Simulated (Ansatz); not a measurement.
**Cl₂H₃N₂Ta: basis-set convergence**

The task here is to estimate one member of a computed series from the others.

Computed with Ansatz 0.2.0, Gaussian basis. Level: one geometry, several basis sets.

Plan: PBE0-D4/def2-SVP; ωB97M-V/def2-SVP; PBE0-D4/def2-QZVPP; ωB97M-V/def2-QZVPP; the functionals' def2-TZVPP values are taken from earlier runs.

### The geometry

The geometry comes from an earlier relaxation with PBE0-D4 in a triple-zeta def2 set; it is a stationary point, not always the lowest conformer. Ta takes the def2 core potential; no spin-orbit term is included.

SMILES `[NH]=[Ta]([NH2])([Cl])[Cl]`, 8 atoms, charge 0, spin multiplicity 1.

Atoms are counted from 1 here; the program's logs count them from 0.

Bond lengths: N1–Ta2 1.753 Å, N1–H6 1.007 Å, Ta2–N3 1.955 Å, Ta2–Cl4 2.315 Å, Ta2–Cl5 2.315 Å, N3–H7 1.008 Å, N3–H8 1.012 Å. Angles: Ta2–N1–H6 173.9°, N1–Ta2–N3 103.1°, N1–Ta2–Cl4 110.7°, N1–Ta2–Cl5 110.6°, N3–Ta2–Cl4 110.2°, N3–Ta2–Cl5 110.2°, Cl4–Ta2–Cl5 111.7°, Ta2–N3–H7 126.3°, Ta2–N3–H8 122.9°, H7–N3–H8 110.8°.

As a file:

```
N    -0.81148    1.14726    0.93283
Ta   -0.19386    0.31290   -0.48004
N     0.80773   -1.17835    0.29026
Cl   -1.93372   -0.48070   -1.78516
Cl    1.22282    1.68996   -1.68712
H    -1.21136    1.69546    1.67648
H     0.91666   -1.38130    1.27136
H     1.29540   -1.86223   -0.27420
```

Set-up of the first run:

in.yaml

```yaml
crystal:
  periodic: [false, false, false]
  atoms:
    - {symbol: N, position_ang: [-0.811479, 1.147261, 0.932829]}
    - {symbol: Ta, position_ang: [-0.193859, 0.312900, -0.480045]}
    - {symbol: N, position_ang: [0.807729, -1.178349, 0.290257]}
    - {symbol: Cl, position_ang: [-1.933718, -0.480701, -1.785156]}
    - {symbol: Cl, position_ang: [1.222823, 1.689959, -1.687120]}
    - {symbol: H, position_ang: [-1.211363, 1.695464, 1.676480]}
    - {symbol: H, position_ang: [0.916664, -1.381301, 1.271361]}
    - {symbol: H, position_ang: [1.295401, -1.862234, -0.274203]}
basis:
  gaussian: {orbitals: def2-SVP}
hamiltonian: {xc: pbe0, dispersion: d4}
output: {orbitals: {seedname: orbitals}}
```

Command:

```console
$ ansatz run in.yaml --threads 4 --pin off --events-out ev --progress --plain --max-ram 10444MiB
```

Among the steps run: PBE0-D4 in def2-SVP; ωB97M-V in def2-SVP; PBE0-D4 in def2-QZVPP; ωB97M-V in def2-QZVPP.

One table of the session follows, with a row left open; its other results are not shown here.

It belongs to the step «Density functionals: the series». 

| functional | basis | HOMO (eV) |
| --- | --- | --- |
| PBE0-D4 | def2-SVP | ? |
| PBE0-D4 | def2-TZVPP | -8.09 |
| PBE0-D4 | def2-QZVPP | -8.13 |
| ωB97M-V | def2-SVP | -10.29 |
| ωB97M-V | def2-TZVPP | -10.33 |
| ωB97M-V | def2-QZVPP | -10.37 |

**Question.** Estimate the row for PBE0-D4, def2-SVP.

The run gave: HOMO (eV): -8.07. In the column «HOMO (eV)» it is the highest.
